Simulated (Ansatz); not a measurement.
# Ge2: the cost of one run

Program: Ansatz 0.2.0. Level of theory: the levels named in each step. These are calculated values, not measurements.

### Step 1. The structure to begin with

Bond lengths: Ge1–Ge2 2.308 Å.

As a file:

```xyz
2

Ge    0.0000    0.0000    0.0000
Ge    0.0000    0.0000    2.3079
```

### Step 2. A rough first relaxation, PBE-D4/def2-SVP

input.yaml

```yaml
crystal:
  periodic: [false, false, false]
  atoms:
    - { symbol: Ge, position_ang: [0.0, 0.0, 0.0] }
    - { symbol: Ge, position_ang: [0.0, 0.0, 2.30791] }
magnetization:
  spin_polarized: true
  initial_magnetization: 2
basis:
  gaussian: { orbitals: def2-SVP }
hamiltonian:
  xc: pbe
  dispersion: d4
relax:
  f_tol: 0.03
  max_steps: 200
```

Started as:

```sh
$ ansatz run input.yaml --threads 2 --pin off --max-ram 5120MiB --backend cpu --events-out ev --progress --plain --runs-dir out
```

Q: Estimate wall time and peak memory on 2 threads of Intel Xeon at 2.50GHz (Skylake/Cascade Lake), shared host.

About 13 s, with a peak of 0.15 GiB.
